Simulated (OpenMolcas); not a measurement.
# Ni³⁺ among point charges: CASSCF and CASPT2 levels and susceptibility

Aim: the splitting of the states of Ni³⁺ in the field of 6 point charges, its lowest levels with spin-orbit coupling and its magnetic susceptibility.

Program: OpenMolcas 26.06. Level of theory: state-averaged CASSCF and CASPT2, spin-orbit coupling by RASSI with atomic mean-field integrals. These are calculated values, not measurements, unless marked.

### 1 The atom as given

| Property | Result |
| --- | --- |
| Species | Ni³⁺ (nickel, Z = 28, 25 electrons) |
| Basis | ANO-RCC-VDZP [5s4p2d1f], 34 functions |
| Scalar Hamiltonian | DKH2, point nucleus |
| Inactive shells | 1s 2s 2p 3s 3p |
| Active space | 7 electrons in 5 orbitals (3d) |
| Some configurations of this space | 3d⁷ |
| Orbitals | optimised for each spin and parity, averaged over all roots |

Outer shells as boxes (Hund's rule):

3d7
```
3d [↑↓][↑↓][↑ ][↑ ][↑ ]
```

The ion sits among 6 point charges of -1 e arranged as a trigonal prism (D3h), 1.88 Å from the ion, with a polar angle of 53.0° against the regular 49.1°.

Each step is its own input file, run in one work folder so that later steps find the files of earlier ones. Labels, J, g values, rates, χT and fits are worked out afterwards by a script from the matrices that RASSI stores.

### 2 GATEWAY and SEWARD: basis and integrals

Input file a.inp:

```
&GATEWAY
Coord
1

Ni 0.0 0.0 0.0
Basis=ANO-RCC-VDZP
Group=NoSym
NoMove
AngMom=0.0 0.0 0.0
AMFI
XField
6 Angstrom 0
1.501987 0.000000 1.130678 -1.000000
-0.750994 1.300759 1.130678 -1.000000
-0.750994 -1.300759 1.130678 -1.000000
1.501987 0.000000 -1.130678 -1.000000
-0.750994 1.300759 -1.130678 -1.000000
-0.750994 -1.300759 -1.130678 -1.000000
&SEWARD
```

The run is started by

```bash
$ OMP_NUM_THREADS=1 MOLCAS_MEM=1689 MOLCAS_PROJECT=a pymolcas a.inp > a.log
```

### 3 CASSCF: quartets, 10 roots

Input file a.inp:

```
&RASSCF
FileOrb=start.orb
Symmetry=1
Spin=4
nActEl=7 0 0
Inactive=9
Ras2=5
CIRoot=10 10 1
SDav=10
CIMx=300
Iter=120 100
PrWF=0.3
OrbListing=Nothing
MaxOrb=0
>>> COPY $Project.JobIph JOB001
```

start.orb holds the contracted functions of the basis, ordered by shell, or the orbitals of the step before.

### 4 CASSCF: doublets, 40 roots

Input file a.inp:

```
&RASSCF
FileOrb=start.orb
Symmetry=1
Spin=2
nActEl=7 0 0
Inactive=9
Ras2=5
CIRoot=40 40 1
SDav=40
CIMx=300
Iter=120 100
PrWF=0.3
OrbListing=Nothing
MaxOrb=0
>>> COPY $Project.JobIph JOB002
```

### 5 State interaction with spin-orbit coupling

Input file a.inp:

```
&RASSI
NrOfJobIphs=2 10 40
1 2 3 4 5 6 7 8 9 10
1 2 3 4 5 6 7 8 9 10 11 12 13 14 15 16 17 18 19 20 21 22 23 24 25 26 27
28 29 30 31 32 33 34 35 36 37 38 39 40
IphNames
JOB001
JOB002
EJob
SpinOrbit
DIPRint=1.0
SOCoupling=1000.0
Subsets=2
Property=9
'ANGMOM' 1 'ANGMOM' 2 'ANGMOM' 3 'MLTPL  1' 1 'MLTPL  1' 2 'MLTPL  1' 3
'AMFI' 1 'AMFI' 2 'AMFI' 3
SOProperty=3
'ANGMOM' 1 'ANGMOM' 2 'ANGMOM' 3
```

### 6 CASPT2: IPEA 0.25, imaginary shift 0.1 (closed shells correlated: 3s 3p)

Input file a.inp:

```
>>> COPY JOB001 $Project.JobIph
&CASPT2
Multistate=10 1 2 3 4 5 6 7 8 9 10
NoMult
Frozen=5
IPEA=0.25
Imaginary=0.1
MaxIter=60
WThr=0.0 0.3 0.05
PrWF=0.5
NoMix
>>> COPY JOB002 $Project.JobIph
&CASPT2
Multistate=40 1 2 3 4 5 6 7 8 9 10 11 12 13 14 15 16 17 18 19 20 21 22
23 24 25 26 27 28 29 30 31 32 33 34 35 36 37 38 39 40
NoMult
Frozen=5
IPEA=0.25
Imaginary=0.1
MaxIter=60
WThr=0.0 0.3 0.05
PrWF=0.5
NoMix
```

(Steps that only read results are left out.)

What does the calculation give? Wanted: spin-free ground state; first state of the same spin within the active space; lowest level; next level.

The runs gave:

| quantity | value |
| --- | --- |
| method | SS-CASPT2, IPEA 0.25, imaginary shift 0.1 (closed shells correlated: 3s 3p) |
| spin-free ground state | 4E, 2-fold in its orbital part |
| first state of the same spin within the active space | quartet at 610 cm⁻¹ |
| lowest level | 2-fold E1/2, g = 0.00, 0.00, 9.66 |
| next level | 144.5 cm⁻¹ |
| χT at 300 K | 5.07 cm³ K/mol |
| effective moment at 300 K | 6.37 μB |

Cost by method:

| method | time of its own steps | time with the reference |
| --- | --- | --- |
| A. CASSCF | 8.5 s | 8.5 s |
| B. SS-CASPT2, IPEA 0.25, imaginary shift 0.1, +3s 3p | 3.3 s | 12 s |

Times are of one thread on a shared host.

The spin-free ground state (4E) comes to 100 % from free-ion F terms and keeps the highest spin of the shell. χT at 300 K is 5.07, against 1.88 cm³ K/mol for the spin alone, so orbital moment adds to it. An active space of the d shell alone favours high spin; real ions in strong fields can be low spin. CASPT2 does not keep the components of a term degenerate, and the means are used. The field of point charges can differ much from that of real complexes. With metal d orbitals alone active, the gaps between spin states are rough; where two lie within a few thousand cm-1, their order is open. Point charges carry no covalency, so the field is a model and not that of real ligands.
